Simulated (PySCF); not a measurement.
# CoF₄−: ligand-field states, part 2 of 2

PySCF 2.14.0. Atoms count from 0. The steps go on from the part before.

## Step 5: Ligand-field states: state-averaged CASSCF (bond length × 1.04) in water

Job settings and geometry (Å):

```
{"job": {"kind": "lf", "basis": {"metal": "x2c-TZVPall", "ligand": "x2c-SVPall"}, "nevpt": true, "solvent": "water", "reuse": true}, "charge": -1, "metal": "Co", "open_shell": "d6"}
Co     0.000000     0.000000     0.000000
F      1.074795     1.074795     1.074796
F     -1.074795    -1.074795     1.074796
F     -1.074795     1.074795    -1.074796
F      1.074795    -1.074795    -1.074796
```

With the program's defaults for keys left out, this is: state-averaged CASSCF of the metal d shell, SC-NEVPT2 on the averaged canonical orbitals, state-interaction spin-orbit coupling.

Output:

```text
basis functions 104, electrons 64, active (6e, 5o)
start from the orbitals of the previous structure
stage 1: DIIS on the effective Fock matrix, level shift 0.30
cycle   1  E = -1788.3017713717  dE = -1.788e+03  max|g| = 3.426e+00
cycle   2  E = -1789.6869186427  dE = -1.385e+00  max|g| = 3.293e-01
cycle   3  E = -1788.7499298166  dE =  9.370e-01  max|g| = 9.333e-01
cycle   4  E = -1788.7963608217  dE = -4.643e-02  max|g| = 7.063e-01
cycle   5  E = -1787.5809780630  dE =  1.215e+00  max|g| = 1.406e+00
cycle   6  E = -1787.3716847026  dE =  2.093e-01  max|g| = 1.392e+00
cycle   7  E = -1787.3634163079  dE =  8.268e-03  max|g| = 1.451e+00
cycle   8  E = -1787.3446576973  dE =  1.876e-02  max|g| = 1.612e+00
cycle   9  E = -1787.5186444554  dE = -1.740e-01  max|g| = 1.581e+00
cycle  10  E = -1788.1394995202  dE = -6.209e-01  max|g| = 1.305e+00
cycle  11  E = -1788.9679326229  dE = -8.284e-01  max|g| = 7.082e-01
cycle  12  E = -1789.3301128890  dE = -3.622e-01  max|g| = 4.210e-01
cycle  13  E = -1789.6750327934  dE = -3.449e-01  max|g| = 3.460e-01
cycle  14  E = -1789.6899013478  dE = -1.487e-02  max|g| = 2.648e-01
cycle  15  E = -1789.7164945921  dE = -2.659e-02  max|g| = 2.088e-01
stage 2: quasi-Newton rotations from the point of smallest gradient
cycle  17  E = -1789.7180982029  dE = -1.604e-03  max|g| = 2.699e-01
cycle  18  E = -1789.7525235078  dE = -3.443e-02  max|g| = 2.613e-02
cycle  19  E = -1789.7528598366  dE = -3.363e-04  max|g| = 8.059e-03
cycle  20  E = -1789.7528806654  dE = -2.083e-05  max|g| = 1.117e-03
cycle  21  E = -1789.7528817651  dE = -1.100e-06  max|g| = 3.853e-04
cycle  22  E = -1789.7528818954  dE = -1.304e-07  max|g| = 4.879e-05
cycle  23  E = -1789.7528819010  dE = -5.527e-09  max|g| = 9.726e-06
converged average energy = -1789.7528819010

 mult deg   label        CASSCF/cm-1   NEVPT2/cm-1
   5   2   5E                  0.0           0.0
   5   3   5T2              4679.6        6961.7
   3   3   3T1             20402.6       16754.2
   3   3   3T1             24657.2       22134.8
   3   2   3E              23628.8       22599.3
   3   3   3T2             25007.1       23551.4
   3   1   3A2             27395.2       24797.7
   3   1   3A1             29160.7       26590.3
   1   3   1T2             32119.2       28191.1
   1   2   1E              32180.5       28813.7
   3   3   3T1             28936.3       29182.2
   3   2   3E              31173.9       29752.8
   3   3   3T2             29971.9       29932.8
   3   3   3T1             32264.1       31392.1
   1   1   1A1             35794.2       33030.0
   1   3   1T2             35515.2       33460.7
   1   1   1A2             35367.3       33949.0
   1   3   1T1             36689.1       35103.3
   3   3   3T1             34799.5       35874.4
   3   3   3T2             35532.8       35940.4
   3   2   3E              39261.2       36338.4
   3   3   3T2             41327.6       38769.3
   1   2   1E              45119.1       39207.6
   1   2   1E              40619.7       39586.5
   1   3   1T2             39972.4       40601.2
   1   1   1A1             43741.8       42836.2
   1   3   1T2             50947.7       46545.9
   1   3   1T1             44996.7       46613.6
   1   3   1T1             55455.6       50630.0
   1   3   1T2             56312.0       51733.9
   1   1   1A1             50756.8       52322.0
   1   1   1A2             56702.7       52542.4
   3   3   3T1             63755.4       56205.4
   3   1   3A2             65736.6       59157.6
   3   3   3T2             66241.9       60445.9
   3   3   3T1             68166.8       62128.2
   1   1   1A1             70764.9       63020.9
   1   3   1T1             72099.5       64581.7
   1   2   1E              73493.5       66507.2
   1   3   1T2             77645.6       72153.1
   1   3   1T2             97940.3       86323.2
   1   2   1E             100110.8       89141.8
   1   1   1A1            127234.6      110752.2

spin-orbit levels / cm-1
      0.00  x1  5E 0.99
     21.39  x3  5E 0.99
     42.54  x2  5E 0.99
     69.03  x3  5E 1.00
     95.86  x1  5E 1.00
   6650.08  x3  5T2 1.00
   6926.03  x3  5T2 1.00
   6934.08  x1  5T2 0.99
   6934.09  x1  5T2 0.99
   7305.21  x3  5T2 1.00
   7318.39  x3  5T2 0.99
   7333.86  x1  5T2 0.99
  16745.19  x3  3T1 0.99
  16782.85  x2  3T1 0.99
  16854.96  x1  3T1 0.99
  16867.32  x3  3T1 0.99
  21736.42  x3  3T1 0.98
  21754.00  x2  3T1 0.99
  22634.69  x3  3E 0.82 3T1 0.17
  22641.36  x3  3E 0.98
  22773.61  x3  3T1 0.82 3E 0.17
  23225.05  x1  3T1 0.98
  23394.49  x1  3T2 1.00
  23452.15  x3  3T2 0.96
  23614.12  x2  3T2 0.97
  23787.41  x3  3T2 0.99
  24846.94  x3  3A2 0.96
```

Wall time 4.5 s (1 thread of Arm Neoverse V2, shared host); peak memory 0.27 GiB.

In short:

```csv
quantity,value
spin-orbit constant ζ,544 cm⁻¹
```

Powder susceptibility:

```csv
T (K),χT (cm³ K/mol),μ(eff)
2,0.445,1.89
20,2.758,4.70
100,3.239,5.09
300,3.269,5.11
```

## Step 6: Ligand-field states: state-averaged CASSCF (bond length × 1.08) in water

Job settings and geometry (Å):

```
{"job": {"kind": "lf", "basis": {"metal": "x2c-TZVPall", "ligand": "x2c-SVPall"}, "nevpt": true, "solvent": "water", "reuse": true}, "charge": -1, "metal": "Co", "open_shell": "d6"}
Co     0.000000     0.000000     0.000000
F      1.116133     1.116133     1.116134
F     -1.116133    -1.116133     1.116134
F     -1.116133     1.116133    -1.116134
F      1.116133    -1.116133    -1.116134
```

With the program's defaults for keys left out, this is: state-averaged CASSCF of the metal d shell, SC-NEVPT2 on the averaged canonical orbitals, state-interaction spin-orbit coupling.

Output:

```text
basis functions 104, electrons 64, active (6e, 5o)
start from the orbitals of the previous structure
stage 1: DIIS on the effective Fock matrix, level shift 0.30
cycle   1  E = -1789.5099230698  dE = -1.790e+03  max|g| = 1.044e+00
cycle   2  E = -1789.7144710356  dE = -2.045e-01  max|g| = 1.111e-01
cycle   3  E = -1787.9322583385  dE =  1.782e+00  max|g| = 1.118e+00
cycle   4  E = -1789.5603699313  dE = -1.628e+00  max|g| = 3.652e-01
cycle   5  E = -1788.3272147210  dE =  1.233e+00  max|g| = 1.027e+00
cycle   6  E = -1786.2189575191  dE =  2.108e+00  max|g| = 1.882e+00
cycle   7  E = -1784.7164405711  dE =  1.503e+00  max|g| = 2.583e+00
cycle   8  E = -1785.0868649353  dE = -3.704e-01  max|g| = 2.402e+00
cycle   9  E = -1785.4678517822  dE = -3.810e-01  max|g| = 2.294e+00
cycle  10  E = -1785.6999570002  dE = -2.321e-01  max|g| = 2.224e+00
cycle  11  E = -1785.8810917946  dE = -1.811e-01  max|g| = 2.162e+00
cycle  12  E = -1786.0371535790  dE = -1.561e-01  max|g| = 2.098e+00
cycle  13  E = -1786.0430337548  dE = -5.880e-03  max|g| = 2.107e+00
cycle  14  E = -1786.1946017489  dE = -1.516e-01  max|g| = 2.056e+00
cycle  15  E = -1788.0744691429  dE = -1.880e+00  max|g| = 9.154e-01
stage 2: quasi-Newton rotations from the point of smallest gradient
cycle  17  E = -1789.7288174070  dE = -1.435e-02  max|g| = 6.954e-02
cycle  18  E = -1789.7309751620  dE = -2.158e-03  max|g| = 3.017e-02
cycle  19  E = -1789.7314683465  dE = -4.932e-04  max|g| = 2.034e-03
cycle  20  E = -1789.7314751874  dE = -6.841e-06  max|g| = 5.838e-04
cycle  21  E = -1789.7314759510  dE = -7.636e-07  max|g| = 1.171e-04
cycle  22  E = -1789.7314759825  dE = -3.152e-08  max|g| = 5.020e-05
cycle  23  E = -1789.7314759873  dE = -4.848e-09  max|g| = 1.772e-05
cycle  24  E = -1789.7314759876  dE = -2.312e-10  max|g| = 5.940e-06
converged average energy = -1789.7314759876

 mult deg   label        CASSCF/cm-1   NEVPT2/cm-1
   5   2   5E                  0.0           0.0
   5   3   5T2              3903.5        6237.3
   3   3   3T1             21164.2       17692.5
   3   3   3T1             24842.2       22407.6
   3   2   3E              23743.8       22779.4
   3   3   3T2             25072.3       23850.6
   3   1   3A2             27425.1       24878.2
   3   1   3A1             29348.0       26833.5
   3   3   3T1             28460.1       28632.1
   1   3   1T2             32896.1       29126.9
   3   3   3T2             29496.4       29348.4
   1   2   1E              32911.0       29710.9
   3   2   3E              31109.2       29794.3
   3   3   3T1             31915.2       31099.2
   1   1   1A1             36130.8       33635.6
   1   3   1T2             35793.2       33754.5
   1   1   1A2             35526.5       34188.7
   3   3   3T1             33685.0       34816.3
   1   3   1T1             36784.6       35329.9
   3   3   3T2             34848.8       35370.3
   3   2   3E              39222.4       36246.9
   3   3   3T2             41152.6       38728.7
   1   2   1E              45441.6       39231.8
   1   2   1E              40332.2       39561.6
   1   3   1T2             39485.4       40169.7
   1   1   1A1             43356.4       42625.0
   1   3   1T1             44002.9       45775.5
   1   3   1T2             50581.2       46256.6
   1   3   1T1             55474.3       50656.1
   1   1   1A1             49510.0       51219.6
   1   3   1T2             56219.6       51696.4
   1   1   1A2             56561.5       52432.8
   3   3   3T1             64054.5       56505.5
   3   1   3A2             65626.1       59116.8
   3   3   3T2             66079.2       60207.8
   3   3   3T1             68015.4       62044.0
   1   1   1A1             71149.2       63150.0
   1   3   1T1             72389.8       64850.3
   1   2   1E              73613.6       66648.0
   1   3   1T2             77229.2       71783.0
   1   3   1T2             98372.2       86775.7
   1   2   1E             100325.8       89435.7
   1   1   1A1            127792.1      111339.1

spin-orbit levels / cm-1
      0.00  x1  5E 0.99
     22.53  x3  5E 0.99
     44.84  x2  5E 0.99
     73.04  x3  5E 1.00
    101.67  x1  5E 1.00
   5928.42  x3  5T2 1.00
   6208.85  x3  5T2 1.00
   6219.38  x2  5T2 0.99
   6592.53  x3  5T2 1.00
   6608.85  x3  5T2 0.99
   6627.89  x1  5T2 0.99
  17712.36  x3  3T1 0.99
  17741.60  x1  3T1 0.99
  17754.03  x2  3T1 0.99
  17778.90  x3  3T1 0.99
  21995.63  x3  3T1 0.98
  22008.42  x2  3T1 0.99
  22827.96  x3  3E 0.98
  22833.20  x3  3E 0.95 3T1 0.04
  23054.91  x3  3T1 0.95 3E 0.04
  23532.39  x1  3T1 0.98
  23695.93  x1  3T2 1.00
  23759.46  x3  3T2 0.96
  23917.12  x2  3T2 0.97
  24084.14  x3  3T2 0.99
  24937.35  x3  3A2 0.96
```

It took 4.6 s on 1 thread of Arm Neoverse V2, shared host; peak memory 0.27 GiB.

In short:

```csv
quantity,value
spin-orbit constant ζ,547 cm⁻¹
```

Powder susceptibility:

```csv
T (K),χT (cm³ K/mol),μ(eff)
2,0.429,1.85
20,2.756,4.70
100,3.275,5.12
300,3.306,5.14
```

## Step 7: The runs side by side

From the NEVPT2 states (cm⁻¹; the spread is that of the fitted one-electron ligand-field levels):

```csv
step,setting,ground state,next state,orbital spread,Racah B,ζ,"μ(eff), 300 K"
2,as given,5E,5T2 at 7895,7339,1020,538,5.08
3,bond length × 0.92,5E,5T2 at 10598,9935,999,523,5.03
4,bond length × 0.96,5E,5T2 at 9087,8478,1010,532,5.05
5,bond length × 1.04,5E,5T2 at 6962,6435,1028,544,5.11
6,bond length × 1.08,5E,5T2 at 6237,5719,1036,547,5.14
```

## Step 8: Results

What follows sums up all 2 parts.

| quantity | value |
| --- | --- |
| spin-orbit constant ζ (step 2, state-averaged CASSCF in water) | 538 cm⁻¹ |
| ground multiplicity, μ(eff) at 300 K (step 2, 4 donors at 1.79 Å) | 5, 5.08 μB |
| ground multiplicity, μ(eff) at 300 K (step 3, 4 donors at 1.65 Å) | 5, 5.03 μB |
| ground multiplicity, μ(eff) at 300 K (step 4, 4 donors at 1.72 Å) | 5, 5.05 μB |
| ground multiplicity, μ(eff) at 300 K (step 5, 4 donors at 1.86 Å) | 5, 5.11 μB |
| ground multiplicity, μ(eff) at 300 K (step 6, 4 donors at 1.93 Å) | 5, 5.14 μB |

In words: In step 2, χT goes from 0.46 at 2 K to 3.23 cm³ K/mol at 300 K, as higher levels fill or mix in. The spread of the ligand-field levels runs from 5719 cm⁻¹ (bond length × 1.08) to 9935 cm⁻¹ (bond length × 0.92); μ(eff) at 300 K: 5.03 to 5.14 μB.
